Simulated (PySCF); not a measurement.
# C5H4BrN: NMR shieldings, spin-spin couplings, relativistic core levels, part 2 of 2

PySCF 2.14.0. Atoms count from 0. Earlier steps stand in the parts before.

## Step 7: Spin-spin couplings: PBE/pcJ-1 Br:dyall-v2z, non-relativistic

Job settings and geometry (Å):

```
{"job": {"kind": "hj", "xc": "PBE", "basis": {"default": "pcJ-1", "Br": "dyall-v2z"}, "rel": "nr", "atoms": [0]}, "charge": 0, "multiplicity": 1}
Br     2.047315     0.340672    -0.322534
C      0.266340    -0.257545    -0.210929
C     -0.787950     0.650913    -0.173223
C     -2.081175     0.142405    -0.090223
C     -2.255934    -1.240314    -0.048897
N     -1.244078    -2.103230    -0.084850
C     -0.007816    -1.627663    -0.163922
H     -0.598508     1.725537    -0.207865
H     -2.942641     0.812846    -0.057674
H     -3.262044    -1.669182     0.016626
H      0.813475    -2.351995    -0.192277
```

With the program's defaults for keys left out, this is: PBE/pcJ-1 Br:dyall-v2z indirect spin-spin coupling, non-relativistic, Gaussian nuclei, gas phase.

The program printed:

```text
non-relativistic SCF
coarse grid: 48240 points
cycle   1  E = -2821.0915378166  dE = -2.042e+01  |g| = 2.630e+00  |ddm| = 3.462e+00
cycle   2  E = -2820.9929462716  dE =  9.859e-02  |g| = 1.387e+00  |ddm| = 1.522e+00
cycle   3  E = -2820.9333530765  dE =  5.959e-02  |g| = 1.089e+00  |ddm| = 1.942e+00
cycle   4  E = -2821.1144047357  dE = -1.811e-01  |g| = 4.560e-01  |ddm| = 1.437e+00
cycle   5  E = -2821.1645504359  dE = -5.015e-02  |g| = 1.337e-01  |ddm| = 5.731e-01
cycle   6  E = -2821.1684129285  dE = -3.862e-03  |g| = 5.662e-02  |ddm| = 2.036e-01
cycle   7  E = -2821.1692153597  dE = -8.024e-04  |g| = 2.152e-02  |ddm| = 7.138e-02
cycle   8  E = -2821.1693307071  dE = -1.153e-04  |g| = 4.460e-03  |ddm| = 2.269e-02
cycle   9  E = -2821.1693348177  dE = -4.111e-06  |g| = 2.445e-03  |ddm| = 6.962e-03
final grid: 101600 points
cycle  10  E = -2821.1693433741  dE =  9.273e-06  |g| = 6.330e-03  |ddm| = 8.069e-03
cycle  11  E = -2821.1692747748  dE =  6.860e-05  |g| = 1.702e-02  |ddm| = 2.134e-02
cycle  12  E = -2821.1693540486  dE = -7.927e-05  |g| = 9.740e-04  |ddm| = 1.577e-02
cycle  13  E = -2821.1693542765  dE = -2.279e-07  |g| = 6.775e-05  |ddm| = 8.191e-04
cycle  14  E = -2821.1693542776  dE = -1.150e-09  |g| = 3.488e-05  |ddm| = 1.155e-04
converged SCF energy = -2821.1693542776
two-component SCF
cycle   1  E = -2821.1693542776  dE = -2.821e+03  |FDS-SDF| = 3.488e-05
cycle   2  E = -2821.1693542764  dE =  1.253e-09  |FDS-SDF| = 7.678e-05
converged, E = -2821.1693542764

Indirect spin-spin couplings
  i        j     bonds      J/Hz   K/1e19 T2/J   anisotropy/Hz
  0  79Br   1  13C    1     -184.54     -242.97       159.0
  0  79Br   2  13C    2       -0.91       -1.19        46.6
  0  79Br   3  13C    3       -1.14       -1.51        15.7
  0  79Br   4  13C    4        0.39        0.51         9.3
  0  79Br   5  15N    3        1.89       -6.17         7.0
  0  79Br   6  13C    2       -0.91       -1.20        50.2
  0  79Br   7   1H    3        4.94        1.64        17.7
  0  79Br   8   1H    4        0.89        0.30         4.6
  0  79Br   9   1H    5        4.08        1.35        -4.7
  0  79Br  10   1H    3        0.25        0.08         8.3
```

Wall time 22 s (1 thread of Arm Neoverse V1, shared host); peak memory 1.1 GiB.

## Step 8: NMR shieldings: PBE/pcJ-1 Br:dyall-v2z, spin-free

The job, as its differences from that of step 7:

```diff
@@ -1,2 +1,2 @@
-{"job": {"kind": "hj", "xc": "PBE", "basis": {"default": "pcJ-1", "Br": "dyall-v2z"}, "rel": "nr", "atoms": [0]}, "charge": 0, "multiplicity": 1}
+{"job": {"kind": "hnmr", "xc": "PBE", "basis": {"default": "pcJ-1", "Br": "dyall-v2z"}, "rel": "sf"}, "charge": 0, "multiplicity": 1}
 Br     2.047315     0.340672    -0.322534
```

With the program's defaults for keys left out, this is: PBE/pcJ-1 Br:dyall-v2z GIAO NMR shielding, spin-free X2C, Gaussian nuclei, gas phase.

The program printed:

```text
spin-free SCF
coarse grid: 48240 points
cycle   1  E = -2853.4129747103  dE =  8.432e-01  |g| = 4.684e-01  |ddm| = 3.397e+00
cycle   2  E = -2853.3465801612  dE =  6.639e-02  |g| = 6.440e-01  |ddm| = 1.332e+00
cycle   3  E = -2853.4358294563  dE = -8.925e-02  |g| = 2.510e-01  |ddm| = 1.063e+00
cycle   4  E = -2853.4474443729  dE = -1.161e-02  |g| = 1.363e-01  |ddm| = 3.455e-01
cycle   5  E = -2853.4520401405  dE = -4.596e-03  |g| = 3.566e-02  |ddm| = 1.574e-01
cycle   6  E = -2853.4523561651  dE = -3.160e-04  |g| = 1.316e-02  |ddm| = 4.783e-02
cycle   7  E = -2853.4523853468  dE = -2.918e-05  |g| = 4.293e-03  |ddm| = 1.271e-02
cycle   8  E = -2853.4523894428  dE = -4.096e-06  |g| = 1.677e-03  |ddm| = 5.468e-03
final grid: 101600 points
cycle   9  E = -2853.4526028074  dE =  4.657e-06  |g| = 4.503e-03  |ddm| = 5.881e-03
cycle  10  E = -2853.4525657505  dE =  3.706e-05  |g| = 1.218e-02  |ddm| = 1.548e-02
cycle  11  E = -2853.4526082987  dE = -4.255e-05  |g| = 4.290e-04  |ddm| = 1.156e-02
cycle  12  E = -2853.4526082834  dE =  1.525e-08  |g| = 4.641e-04  |ddm| = 7.851e-04
cycle  13  E = -2853.4526083283  dE = -4.486e-08  |g| = 1.384e-04  |ddm| = 5.064e-04
cycle  14  E = -2853.4526083313  dE = -2.970e-09  |g| = 4.764e-05  |ddm| = 1.481e-04
converged SCF energy = -2853.4526083313
check of the scalar solution
cycle   1  E = -2853.4526083313  dE = -2.853e+03  |FDS-SDF| = 4.764e-05
cycle   2  E = -2853.4526083275  dE =  3.824e-09  |FDS-SDF| = 1.276e-04
cycle   3  E = -2853.4526083319  dE = -4.384e-09  |FDS-SDF| = 1.312e-05
converged, E = -2853.4526083319

Field gradients (au) and densities at the nuclei (bohr^-3)
atom        Vxx        Vyy        Vzz        centre      nuclear mean
  0 Br    -3.7239    -4.3370     8.0609      40848.650      40788.717
  1 C      0.0769     0.2574    -0.3343        126.233        126.231
  2 C     -0.1165    -0.1687     0.2853        126.195        126.192
  3 C     -0.1069    -0.1661     0.2730        126.190        126.187
  4 C     -0.0631    -0.1992     0.2624        126.184        126.182
  5 N      0.3629     0.7054    -1.0683        205.159        205.154
  6 C     -0.0546    -0.1855     0.2401        126.198        126.196
  7 H     -0.1373    -0.1567     0.2940          0.478          0.478
  8 H     -0.1376    -0.1583     0.2959          0.479          0.479
  9 H     -0.1331    -0.1541     0.2873          0.483          0.483
 10 H     -0.1315    -0.1538     0.2853          0.481          0.481
without picture change
  0 Br                           8.3349                     66307.461

Core orbital energies (eV)
atom   shell        mean    spread
  0 Br 1s       -13301.379   0.000
  0 Br 2s        -1730.476   0.000
  0 Br 3s         -237.123   0.000
  0 Br 4s          -20.521   0.000
  0 Br 2p        -1526.294   0.126
  0 Br 3p         -172.639   0.403
  0 Br 3d          -65.973   0.405

Shielding tensors (ppm)
atom      isotropic    diamagn.    paramagn.     s11        s22        s33       span
  0 Br     1963.68     3138.83    -1175.14    1513.45    1517.10    2860.51    1347.06
  1 C        32.30      255.70     -223.40     -57.30      41.76     112.43     169.73
  2 C        37.29      250.27     -212.98     -66.26      28.74     149.38     215.64
  3 C        50.28      257.27     -206.99     -56.74      47.87     159.70     216.44
  4 C        28.69      252.33     -223.64     -76.42      21.97     140.52     216.94
  5 N      -102.48      330.02     -432.50    -405.81    -170.29     268.65     674.46
  6 C        23.48      250.47     -226.99     -73.90      27.94     116.41     190.31
  7 H        23.67       30.18       -6.51      19.42      22.30      29.29       9.86
  8 H        24.26       29.76       -5.50      21.54      23.86      27.39       5.85
  9 H        22.79       27.51       -4.72      19.27      22.77      26.33       7.06
 10 H        22.59       28.95       -6.37      17.70      20.91      29.15      11.46
```

It took 33 s on 1 thread of Arm Neoverse V1, shared host; peak memory 1.2 GiB.

## Step 9: NMR shieldings: PBE/pcJ-1 Br:dyall-v2z, spin-free

The job, as its differences from that of step 8:

```diff
@@ -1,2 +1,2 @@
-{"job": {"kind": "hnmr", "xc": "PBE", "basis": {"default": "pcJ-1", "Br": "dyall-v2z"}, "rel": "sf"}, "charge": 0, "multiplicity": 1}
+{"job": {"kind": "hnmr", "xc": "PBE", "basis": {"default": "pcJ-1", "Br": "dyall-v2z"}, "rel": "sf", "two": true}, "charge": 0, "multiplicity": 1}
 Br     2.047315     0.340672    -0.322534
```

Method: PBE/pcJ-1 Br:dyall-v2z GIAO NMR shielding, X2C without spin-orbit coupling but with the spin-dependent field terms, Gaussian nuclei, gas phase.

The program printed:

```text
spin-free SCF
coarse grid: 48240 points
cycle   1  E = -2853.4129747103  dE =  8.432e-01  |g| = 4.684e-01  |ddm| = 3.397e+00
cycle   2  E = -2853.3465801612  dE =  6.639e-02  |g| = 6.440e-01  |ddm| = 1.332e+00
cycle   3  E = -2853.4358294563  dE = -8.925e-02  |g| = 2.510e-01  |ddm| = 1.063e+00
cycle   4  E = -2853.4474443729  dE = -1.161e-02  |g| = 1.363e-01  |ddm| = 3.455e-01
cycle   5  E = -2853.4520401405  dE = -4.596e-03  |g| = 3.566e-02  |ddm| = 1.574e-01
cycle   6  E = -2853.4523561651  dE = -3.160e-04  |g| = 1.316e-02  |ddm| = 4.783e-02
cycle   7  E = -2853.4523853468  dE = -2.918e-05  |g| = 4.293e-03  |ddm| = 1.271e-02
cycle   8  E = -2853.4523894428  dE = -4.096e-06  |g| = 1.677e-03  |ddm| = 5.468e-03
final grid: 101600 points
cycle   9  E = -2853.4526028074  dE =  4.657e-06  |g| = 4.503e-03  |ddm| = 5.881e-03
cycle  10  E = -2853.4525657505  dE =  3.706e-05  |g| = 1.218e-02  |ddm| = 1.548e-02
cycle  11  E = -2853.4526082987  dE = -4.255e-05  |g| = 4.290e-04  |ddm| = 1.156e-02
cycle  12  E = -2853.4526082834  dE =  1.525e-08  |g| = 4.641e-04  |ddm| = 7.851e-04
cycle  13  E = -2853.4526083283  dE = -4.486e-08  |g| = 1.384e-04  |ddm| = 5.064e-04
cycle  14  E = -2853.4526083313  dE = -2.970e-09  |g| = 4.764e-05  |ddm| = 1.481e-04
converged SCF energy = -2853.4526083313
two-component SCF
cycle   1  E = -2853.4526083311  dE = -2.853e+03  |FDS-SDF| = 4.764e-05
cycle   2  E = -2853.4526083272  dE =  3.856e-09  |FDS-SDF| = 1.276e-04
cycle   3  E = -2853.4526083316  dE = -4.407e-09  |FDS-SDF| = 1.312e-05
converged, E = -2853.4526083316

Field gradients (au) and densities at the nuclei (bohr^-3)
atom        Vxx        Vyy        Vzz        centre      nuclear mean
  0 Br    -3.7239    -4.3370     8.0609      40848.650      40788.717
  1 C      0.0769     0.2574    -0.3343        126.233        126.231
  2 C     -0.1165    -0.1687     0.2853        126.195        126.192
  3 C     -0.1069    -0.1661     0.2730        126.190        126.187
  4 C     -0.0631    -0.1992     0.2624        126.184        126.182
  5 N      0.3629     0.7054    -1.0683        205.159        205.154
  6 C     -0.0546    -0.1855     0.2401        126.198        126.196
  7 H     -0.1373    -0.1567     0.2940          0.478          0.478
  8 H     -0.1376    -0.1583     0.2959          0.479          0.479
  9 H     -0.1331    -0.1541     0.2873          0.483          0.483
 10 H     -0.1315    -0.1538     0.2853          0.481          0.481
without picture change
  0 Br                           8.3349                     66307.461

Core orbital energies (eV)
atom   shell        mean    spread
  0 Br 1s       -13301.379   0.000
  0 Br 2s        -1730.476   0.000
  0 Br 3s         -237.123   0.000
  0 Br 4s          -20.521   0.000
  0 Br 2p1/2     -1526.377   0.000
  0 Br 2p3/2     -1526.253   0.005
  0 Br 3p1/2      -172.903   0.000
  0 Br 3p3/2      -172.507   0.013
  0 Br 3d3/2       -66.126   0.105
  0 Br 3d5/2       -65.872   0.292

Shielding tensors (ppm)
atom      isotropic    diamagn.    paramagn.     s11        s22        s33       span
  0 Br     2227.47     2986.14     -758.68    1777.33    1781.21    3123.86    1346.53
  1 C        33.43      254.80     -221.37     -56.22      42.96     113.55     169.77
  2 C        38.36      249.38     -211.02     -65.18      29.87     150.38     215.56
  3 C        51.36      256.37     -205.01     -55.66      49.01     160.72     216.38
  4 C        29.80      251.44     -221.64     -75.27      23.09     141.58     216.85
  5 N      -100.34      328.56     -428.90    -403.59    -168.28     270.86     674.44
  6 C        24.56      249.58     -225.02     -72.78      29.04     117.43     190.21
  7 H        23.66       30.18       -6.52      19.41      22.29      29.27       9.86
  8 H        24.25       29.76       -5.50      21.53      23.85      27.38       5.86
  9 H        22.77       27.50       -4.73      19.25      22.76      26.32       7.07
 10 H        22.57       28.95       -6.38      17.67      20.90      29.14      11.47
```

Wall time 64 s (1 thread of Arm Neoverse V1, shared host); peak memory 1.4 GiB.

## Step 10: Spin-spin couplings: PBE/pcJ-1 Br:dyall-v2z, spin-free

The job, as its differences from that of step 9:

```diff
@@ -1,2 +1,2 @@
-{"job": {"kind": "hnmr", "xc": "PBE", "basis": {"default": "pcJ-1", "Br": "dyall-v2z"}, "rel": "sf", "two": true}, "charge": 0, "multiplicity": 1}
+{"job": {"kind": "hj", "xc": "PBE", "basis": {"default": "pcJ-1", "Br": "dyall-v2z"}, "rel": "sf", "atoms": [0]}, "charge": 0, "multiplicity": 1}
 Br     2.047315     0.340672    -0.322534
```

Level: PBE/pcJ-1 Br:dyall-v2z indirect spin-spin coupling, X2C without spin-orbit coupling, Gaussian nuclei, gas phase.

The program printed:

```text
spin-free SCF
coarse grid: 48240 points
cycle   1  E = -2853.4129747103  dE =  8.432e-01  |g| = 4.684e-01  |ddm| = 3.397e+00
cycle   2  E = -2853.3465801612  dE =  6.639e-02  |g| = 6.440e-01  |ddm| = 1.332e+00
cycle   3  E = -2853.4358294563  dE = -8.925e-02  |g| = 2.510e-01  |ddm| = 1.063e+00
cycle   4  E = -2853.4474443729  dE = -1.161e-02  |g| = 1.363e-01  |ddm| = 3.455e-01
cycle   5  E = -2853.4520401405  dE = -4.596e-03  |g| = 3.566e-02  |ddm| = 1.574e-01
cycle   6  E = -2853.4523561651  dE = -3.160e-04  |g| = 1.316e-02  |ddm| = 4.783e-02
cycle   7  E = -2853.4523853468  dE = -2.918e-05  |g| = 4.293e-03  |ddm| = 1.271e-02
cycle   8  E = -2853.4523894428  dE = -4.096e-06  |g| = 1.677e-03  |ddm| = 5.468e-03
final grid: 101600 points
cycle   9  E = -2853.4526028074  dE =  4.657e-06  |g| = 4.503e-03  |ddm| = 5.881e-03
cycle  10  E = -2853.4525657505  dE =  3.706e-05  |g| = 1.218e-02  |ddm| = 1.548e-02
cycle  11  E = -2853.4526082987  dE = -4.255e-05  |g| = 4.290e-04  |ddm| = 1.156e-02
cycle  12  E = -2853.4526082834  dE =  1.525e-08  |g| = 4.641e-04  |ddm| = 7.851e-04
cycle  13  E = -2853.4526083283  dE = -4.486e-08  |g| = 1.384e-04  |ddm| = 5.064e-04
cycle  14  E = -2853.4526083313  dE = -2.970e-09  |g| = 4.764e-05  |ddm| = 1.481e-04
converged SCF energy = -2853.4526083313
two-component SCF
cycle   1  E = -2853.4526083311  dE = -2.853e+03  |FDS-SDF| = 4.764e-05
cycle   2  E = -2853.4526083272  dE =  3.856e-09  |FDS-SDF| = 1.276e-04
cycle   3  E = -2853.4526083316  dE = -4.407e-09  |FDS-SDF| = 1.312e-05
converged, E = -2853.4526083316

Indirect spin-spin couplings
  i        j     bonds      J/Hz   K/1e19 T2/J   anisotropy/Hz
  0  79Br   1  13C    1     -212.79     -280.17       163.3
  0  79Br   2  13C    2       -2.55       -3.35        49.4
  0  79Br   3  13C    3       -2.10       -2.77        16.7
  0  79Br   4  13C    4        0.36        0.47         9.7
  0  79Br   5  15N    3        2.18       -7.12         7.3
  0  79Br   6  13C    2       -3.10       -4.09        53.3
  0  79Br   7   1H    3        4.63        1.53        19.6
  0  79Br   8   1H    4        0.75        0.25         4.9
  0  79Br   9   1H    5        4.55        1.51        -5.0
  0  79Br  10   1H    3       -0.25       -0.08         9.5
```

It took 49 s on 1 thread of Arm Neoverse V1, shared host; peak memory 1.2 GiB.

## Step 11: Shieldings side by side

```csv
run,Br0,C1,N5,C4,C2,C6,C3,time
"step 3, PBE/pcJ-1 Br:dyall-v2z, spin–orbit",2283.0,48.4,-100.4,30.1,38.0,24.2,51.3,2 min
"step 6, PBE/pcJ-1 Br:dyall-v2z, non-relativistic",1982.5,34.2,-102.4,28.6,37.1,23.3,50.3,28 s
"step 8, PBE/pcJ-1 Br:dyall-v2z, spin-free",1963.7,32.3,-102.5,28.7,37.3,23.5,50.3,33 s
"step 9, PBE/pcJ-1 Br:dyall-v2z, spin-free with spin-dependent field terms",2227.5,33.4,-100.3,29.8,38.4,24.6,51.4,64 s
```

## Step 12: Summary of results

The summary covers parts 1 to 2.

| quantity | value |
| --- | --- |
| point group | Cs |
| rotational constants (main isotopes) | 5.87, 1.01, 0.86 GHz |
| energy from spin-orbit coupling (step 3, PBE/pcJ-1 Br:dyall-v2z, spin–orbit) | -0.0783 Eh |
| shieldings (step 3, PBE/pcJ-1 Br:dyall-v2z, spin–orbit) | Br0 2283.0, C1 48.4, C2 38.0, C3 51.3, C4 30.1, N5 -100.4, C6 24.2 ppm |
| energy from spin-orbit coupling (step 4, PBE/pcJ-1 Br:dyall-v2z, spin–orbit) | -0.0783 Eh |
| largest reduced coupling (step 4, PBE/pcJ-1 Br:dyall-v2z, spin–orbit) | Br0–C1: J = -195.8 Hz, K = -258·10¹⁹ T²/J |
| Br0 3d5/2 binding energy (step 5, PBE/pcJ-1 Br:dyall-v2z, spin–orbit) | 76.0 eV, 3d3/2 77.1 eV |
| energy from spin-orbit coupling (step 5, PBE/pcJ-1 Br:dyall-v2z, spin–orbit) | -0.0783 Eh |
| shieldings (step 6, PBE/pcJ-1 Br:dyall-v2z, non-relativistic) | Br0 1982.5, C1 34.2, C2 37.1, C3 50.3, C4 28.6, N5 -102.4, C6 23.3 ppm |
| largest reduced coupling (step 7, PBE/pcJ-1 Br:dyall-v2z, non-relativistic) | Br0–C1: J = -184.5 Hz, K = -243·10¹⁹ T²/J |
| shieldings (step 8, PBE/pcJ-1 Br:dyall-v2z, spin-free) | Br0 1963.7, C1 32.3, C2 37.3, C3 50.3, C4 28.7, N5 -102.5, C6 23.5 ppm |
| shieldings (step 9, PBE/pcJ-1 Br:dyall-v2z, spin-free with spin-dependent field terms) | Br0 2227.5, C1 33.4, C2 38.4, C3 51.4, C4 29.8, N5 -100.3, C6 24.6 ppm |
| largest reduced coupling (step 10, PBE/pcJ-1 Br:dyall-v2z, spin-free) | Br0–C1: J = -212.8 Hz, K = -280·10¹⁹ T²/J |

What this shows: The optimisation took 7 steps and gained 0.143 eV; among the close pairs (by a distance rule), C2–C3 changed most, from 1.334 to 1.392 Å. No frequency check was run at this level, so the end point may be a saddle. In step 3, Br0 has the widest tensor, 1189 ppm. Br0 moves most between the runs, by 319 ppm; the labels say what changes from run to run.
